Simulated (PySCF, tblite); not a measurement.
# C2H10SSi2: a rotation path, then NMR shifts on frames

Aim: move C2H10SSi2 (`CS[SiH2]C[SiH3]`) away from its starting geometry and see how NMR shifts follow the geometry.

The runs use tblite 0.8.0 and PySCF 2.14.0, with density-fitted response routines of our own; the level of theory stands in each step. All values are computed, except where a source is named. Atoms are numbered from 0 throughout.

## (1) The molecule as given

15 atoms, charge 0, multiplicity 1; geometry from: GFN2-xTB.

Bonds of the start (Å): C0–S1 1.82, S1–Si2 2.15, Si2–C3 1.89, C3–Si4 1.90, C0–H5 1.08, C0–H6 1.09, C0–H7 1.09, Si2–H8 1.47, Si2–H9 1.46, C3–H10 1.09, C3–H11 1.09, Si4–H12 1.46, Si4–H13 1.47, Si4–H14 1.47.

## (2) The rotation path with GFN2-xTB

The job: settings as JSON, then the geometry in Å.

```
{"job": {"kind": "neb", "xc": "GFN2-xTB", "basis": "xTB", "atoms": [3, 2, 1, 0], "turn": 120}, "charge": 0, "multiplicity": 1}
C      2.921807     0.782431     0.229819
S      1.234461     0.819128     0.906361
Si     0.369052    -0.774657    -0.242090
C     -1.439912    -0.919071     0.273663
Si    -2.576428     0.495848    -0.304101
H      3.499331     1.519666     0.777290
H      2.896574     1.038460    -0.824859
H      3.350221    -0.205211     0.369729
H      1.149200    -1.980136     0.056426
H      0.539530    -0.438727    -1.656509
H     -1.821699    -1.861838    -0.115705
H     -1.495860    -0.989997     1.359795
H     -2.127064     1.769978     0.249756
H     -3.940597     0.210150     0.151084
H     -2.563030     0.541965    -1.769535
```

Level: GFN2-xTB climbing-image nudged elastic band, gas phase.

Command:

```sh
> OMP_NUM_THREADS=1 python probes_run.py task.json out
```

The driver reads the jobs from task.json and runs them one after another.

What it wrote:

```text
image   E - E0 / eV
  0      -0.0000
  1       0.0029
  2       0.0127
  3       0.0262
  4       0.0382
  5       0.0429
  6       0.0385
  7       0.0335
  8       0.0205
```

Wall time 6.5 s (1 thread of Intel Xeon Platinum 8259CL at 2.50GHz, shared host); peak memory 0.19 GiB.

The final band, with the dihedral C3–Si2–S1–C0:

| image | dihedral (°) | energy (eV) | energy (kcal/mol) |
| --- | --- | --- | --- |
| 0 | -179 | 0.000 | 0.0 |
| 1 | -169 | 0.003 | 0.1 |
| 2 | -157 | 0.013 | 0.3 |
| 3 | -146 | 0.026 | 0.6 |
| 4 | -134 | 0.038 | 0.9 |
| 5 | -121 | 0.043 | 1.0 |
| 6 | -108 | 0.038 | 0.9 |
| 7 | -95 | 0.034 | 0.8 |
| 8 | -87 | 0.021 | 0.5 |

## (3) Nuclear shieldings: image 0, PBE0/pcSseg-1

The job: settings as JSON, then the geometry in Å.

```
{"job": {"kind": "nmr", "xc": "PBE0", "basis": "pcSseg-1", "pop": false}, "charge": 0, "multiplicity": 1}
C      2.921800     0.782400     0.229800
S      1.234500     0.819100     0.906400
Si     0.369100    -0.774700    -0.242100
C     -1.439900    -0.919100     0.273700
Si    -2.576400     0.495800    -0.304100
H      3.499300     1.519700     0.777300
H      2.896600     1.038500    -0.824900
H      3.350200    -0.205200     0.369700
H      1.149200    -1.980100     0.056400
H      0.539500    -0.438700    -1.656500
H     -1.821700    -1.861800    -0.115700
H     -1.495900    -0.990000     1.359800
H     -2.127100     1.770000     0.249800
H     -3.940600     0.210200     0.151100
H     -2.563000     0.542000    -1.769500
```

Level: GIAO PBE0/pcSseg-1 NMR shielding, non-relativistic, gas phase.

What it wrote:

```text
coarse grid: 13248 points
cycle   1  E = -1058.8265734284  dE =  6.209e-02  |g| = 3.648e-01  |ddm| = 3.364e+00
cycle   2  E = -1058.8189219635  dE =  7.651e-03  |g| = 4.008e-01  |ddm| = 8.009e-01
cycle   3  E = -1058.8617090304  dE = -4.279e-02  |g| = 3.873e-02  |ddm| = 4.389e-01
cycle   4  E = -1058.8620695201  dE = -3.605e-04  |g| = 1.586e-02  |ddm| = 5.452e-02
cycle   5  E = -1058.8621319477  dE = -6.243e-05  |g| = 4.137e-03  |ddm| = 2.188e-02
cycle   6  E = -1058.8621362667  dE = -4.319e-06  |g| = 1.108e-03  |ddm| = 5.855e-03
final grid: 111736 points
cycle   7  E = -1058.8924387634  dE = -1.544e-05  |g| = 7.806e-03  |ddm| = 1.995e-02
cycle   8  E = -1058.8924295286  dE =  9.235e-06  |g| = 9.759e-03  |ddm| = 1.421e-02
cycle   9  E = -1058.8924535899  dE = -2.406e-05  |g| = 3.357e-04  |ddm| = 8.216e-03
cycle  10  E = -1058.8924536158  dE = -2.588e-08  |g| = 7.706e-05  |ddm| = 4.710e-04
cycle  11  E = -1058.8924536172  dE = -1.408e-09  |g| = 3.439e-05  |ddm| = 1.315e-04
cycle  12  E = -1058.8924536175  dE = -3.326e-10  |g| = 8.484e-06  |ddm| = 4.251e-05
converged SCF energy = -1058.8924536175

GIAO shielding tensors (ppm)
atom      isotropic    diamagn.    paramagn.     s11        s22        s33       span
  0 C      172.470     251.032     -78.562    162.198    163.993    191.221     29.023
  1 S      720.853    1060.681    -339.828    614.440    638.624    909.495    295.056
  2 Si     367.295     881.328    -514.033    330.770    346.032    425.085     94.315
  3 C      199.481     258.245     -58.763    189.093    198.871    210.480     21.387
  4 Si     421.961     879.332    -457.371    397.826    403.552    464.506     66.681
  5 H       29.583      28.843       0.740     23.692     26.672     38.384     14.693
  6 H       29.733      30.353      -0.620     23.832     27.773     37.594     13.762
  7 H       29.779      29.734       0.045     24.120     27.674     37.543     13.422
  8 H       26.734      30.406      -3.672     22.698     25.230     32.274      9.576
  9 H       26.973      31.155      -4.182     23.789     25.440     31.690      7.900
 10 H       31.810      30.717       1.093     25.932     28.805     40.693     14.761
 11 H       31.598      32.261      -0.664     26.592     29.330     38.871     12.278
 12 H       27.618      29.226      -1.608     23.300     27.611     31.943      8.643
 13 H       27.601      28.199      -0.598     23.834     25.248     33.721      9.887
 14 H       27.758      28.936      -1.178     24.345     26.013     32.917      8.572
```

Run time: 30 s. Hardware: 1 thread of Intel Xeon Platinum 8259CL at 2.50GHz, shared host; peak memory 0.73 GiB.

Shifts follow as δ = σ(reference) − σ, with reference shieldings (ppm) from runs at the same level and on the same kind of geometry: 1H TMS 31.72, 13C TMS 186.9, 29Si TMS 349.2, 33S CS2 504. The references are single molecules in the gas phase. Each atom is listed at this fixed geometry, with no averaging over motion; a spectrum would average atoms that exchange fast.

| atoms | environment | σ (ppm) | δ (ppm) |
| --- | --- | --- | --- |
| C0 | methyl carbon bonded to S | 172.5 | 14.5 |
| C3 | sp3 CH2 bonded to 2 Si | 199.5 | -12.6 |
| H8 | hydrogen on a silicon bonded to C, S | 26.73 | 4.98 |
| H9 | hydrogen on a silicon bonded to C, S | 26.97 | 4.74 |
| H13 | hydrogen on a silicon bonded to C | 27.60 | 4.12 |
| H12 | hydrogen on a silicon bonded to C | 27.62 | 4.10 |
| H14 | hydrogen on a silicon bonded to C | 27.76 | 3.96 |
| H5 | hydrogen on a methyl carbon bonded to S | 29.58 | 2.13 |
| H6 | hydrogen on a methyl carbon bonded to S | 29.73 | 1.98 |
| H7 | hydrogen on a methyl carbon bonded to S | 29.78 | 1.94 |
| H11 | hydrogen on an sp3 CH2 bonded to 2 Si | 31.60 | 0.12 |
| H10 | hydrogen on an sp3 CH2 bonded to 2 Si | 31.81 | -0.09 |
| S1 | sulfur bonded to C, Si | 721 | -217 |
| Si2 | silicon bonded to C, S, 2 H | 367.3 | -18.1 |
| Si4 | silicon bonded to C, 3 H | 422.0 | -72.8 |

The fields below are evaluated on a grid from the run's orbitals.

Frontier orbitals at PBE0/pcSseg-1, with the share of their density that lies nearest to each atom:

| orbital | energy (eV) | lies on |
| --- | --- | --- |
| HOMO | -6.73 | S1 79 % |
| LUMO | 0.13 | S1 15 %; Si2 11 %; H8, H9, H10 about 9 % each |

ELF in a plane through or near 7 of the atoms.

Ten even steps from '0' (0.00) to '9' (1.00):
```
0000000000000000000000000000
0000000000000000000000000000
0000000000000000000000000000
0000000000000000587200000000
0000000000121000999710000000
0000022001476200999931000000
0000488412788500999733551000
0001799745788500472329998100
0000478227668510223729999200
0000135317578622681149999200
0000179982484138679537995000
0000399980240319226411230000
0000199950151028458500000000
0000014201999843699930000000
0000000006999930499930000000
0000000006999910036200000000
0000000001799500000000000000
0000000000022000000000000000
0000000000000000000000000000
0000000000000000000000000000
```
The map spans 13.0 Å across and 9.4 Å up, centred on the molecule. Atoms in the plane (x, y in Å): C0 (-3.0, 0.5), C3 (1.5, -0.8), Si4 (2.5, 0.8), H7 (-3.3, -0.6), H8 (-0.9, -2.1), H10 (2.0, -1.7), H13 (3.9, 0.6).

log10 of the density (e/Å³) in the same plane.

Values, 10 rows by 14 columns:
```
-4.0 -4.0 -4.0 -4.0 -4.0 -4.0 -4.0 -4.0 -4.0 -4.0 -4.0 -4.0 -4.0 -4.0
-4.0 -4.0 -4.0 -4.0 -4.0 -3.9 -3.8 -3.6 -2.8 -2.6 -3.0 -3.9 -4.0 -4.0
-4.0 -4.0 -3.3 -2.7 -2.7 -2.2 -2.3 -2.6 -1.5 -1.1 -1.9 -2.8 -3.5 -4.0
-4.0 -3.3 -1.8 -0.9 -1.1 -0.8 -1.0 -1.7 -0.7  0.0 -0.8 -1.5 -2.4 -3.6
-4.0 -2.9 -1.4  0.1  0.2 -0.1 -0.3 -1.2 -0.8  0.5  0.0 -0.2 -1.6 -3.2
-4.0 -3.1 -1.7  0.1 -0.1 -0.5 -0.2 -0.4  0.1  0.0 -0.8 -1.1 -2.1 -3.5
-4.0 -3.6 -2.2 -0.8 -1.1 -1.0 -0.2 -0.3  0.2  0.1 -1.4 -2.4 -3.0 -4.0
-4.0 -4.0 -3.5 -2.7 -2.4 -0.9 -0.2 -1.1 -1.0 -0.7 -1.9 -3.5 -4.0 -4.0
-4.0 -4.0 -4.0 -4.0 -3.0 -2.0 -1.6 -2.3 -2.6 -2.6 -3.3 -4.0 -4.0 -4.0
-4.0 -4.0 -4.0 -4.0 -4.0 -3.4 -3.2 -3.6 -4.0 -4.0 -4.0 -4.0 -4.0 -4.0
```
The map spans 13.0 Å across and 9.4 Å up, centred on the molecule. Atoms in the plane (x, y in Å): C0 (-3.0, 0.5), C3 (1.5, -0.8), Si4 (2.5, 0.8), H7 (-3.3, -0.6), H8 (-0.9, -2.1), H10 (2.0, -1.7), H13 (3.9, 0.6).

On the surface of density 0.002 e/bohr³ the electrostatic potential runs, from the 1st to the 99th percentile, from -1.07 V near S1 to 1.10 V near H10.

## (4) Nuclear shieldings: image 2, PBE0/pcSseg-1

The job: settings as JSON, then the geometry in Å.

```
{"job": {"kind": "nmr", "xc": "PBE0", "basis": "pcSseg-1", "pop": false}, "charge": 0, "multiplicity": 1}
C      2.779500     0.894300     0.149800
S      1.273000     0.559500     1.111700
Si     0.386700    -0.967600    -0.113200
C     -1.459700    -0.973000     0.279700
Si    -2.420300     0.558200    -0.323700
H      3.360200     1.617000     0.712200
H      2.508100     1.308300    -0.816400
H      3.350600    -0.019700     0.025000
H      1.056700    -2.235700     0.192400
H      0.668000    -0.609100    -1.504100
H     -1.897800    -1.868800    -0.158000
H     -1.591900    -1.063600     1.357500
H     -1.884500     1.771200     0.288700
H     -3.830400     0.402200     0.042900
H     -2.302600     0.634800    -1.783300
```

With the program's defaults for keys left out, this is: GIAO PBE0/pcSseg-1 NMR shielding, non-relativistic, gas phase.

What it wrote:

```text
coarse grid: 13248 points
cycle   1  E = -1058.8256314900  dE =  6.065e-02  |g| = 3.663e-01  |ddm| = 3.368e+00
cycle   2  E = -1058.8177535199  dE =  7.878e-03  |g| = 4.032e-01  |ddm| = 7.985e-01
cycle   3  E = -1058.8610554273  dE = -4.330e-02  |g| = 3.865e-02  |ddm| = 4.381e-01
cycle   4  E = -1058.8614157065  dE = -3.603e-04  |g| = 1.584e-02  |ddm| = 5.528e-02
cycle   5  E = -1058.8614782773  dE = -6.257e-05  |g| = 4.093e-03  |ddm| = 2.210e-02
cycle   6  E = -1058.8614825037  dE = -4.226e-06  |g| = 1.083e-03  |ddm| = 5.792e-03
final grid: 111736 points
cycle   7  E = -1058.8918426617  dE = -1.507e-05  |g| = 7.949e-03  |ddm| = 2.054e-02
cycle   8  E = -1058.8918328304  dE =  9.831e-06  |g| = 9.982e-03  |ddm| = 1.457e-02
cycle   9  E = -1058.8918580449  dE = -2.521e-05  |g| = 3.357e-04  |ddm| = 8.536e-03
cycle  10  E = -1058.8918580710  dE = -2.605e-08  |g| = 7.154e-05  |ddm| = 4.648e-04
cycle  11  E = -1058.8918580722  dE = -1.176e-09  |g| = 3.292e-05  |ddm| = 1.215e-04
cycle  12  E = -1058.8918580725  dE = -3.022e-10  |g| = 7.905e-06  |ddm| = 4.154e-05
converged SCF energy = -1058.8918580725

GIAO shielding tensors (ppm)
atom      isotropic    diamagn.    paramagn.     s11        s22        s33       span
  0 C      171.838     250.869     -79.031    157.117    168.257    190.141     33.024
  1 S      726.740    1060.473    -333.733    617.381    650.651    912.189    294.808
  2 Si     366.215     881.143    -514.929    328.248    347.883    422.514     94.265
  3 C      198.861     258.018     -59.157    189.697    196.268    210.619     20.921
  4 Si     422.484     879.475    -456.991    398.230    404.198    465.023     66.793
  5 H       29.695      28.916       0.779     23.840     26.741     38.504     14.664
  6 H       29.711      30.896      -1.185     23.685     28.190     37.259     13.574
  7 H       29.788      29.528       0.260     24.033     27.567     37.763     13.730
  8 H       26.534      29.927      -3.393     22.109     25.041     32.454     10.345
  9 H       27.105      31.412      -4.308     23.969     26.064     31.281      7.311
 10 H       31.880      30.527       1.353     25.974     28.721     40.943     14.969
 11 H       31.686      31.973      -0.286     26.791     29.360     38.908     12.117
 12 H       27.480      29.306      -1.826     23.148     27.698     31.594      8.446
 13 H       27.631      28.371      -0.740     23.874     25.266     33.755      9.882
 14 H       27.793      29.161      -1.368     24.375     26.062     32.941      8.566
```

Wall time 20 s (1 thread of Intel Xeon Platinum 8259CL at 2.50GHz, shared host); peak memory 0.76 GiB.

This run: δ C0 15.1, C3 -11.9, S1 -223, Si2 -17.1, H8 5.18, H9 4.61 ppm.

(Part 1 of 2 ends here.)
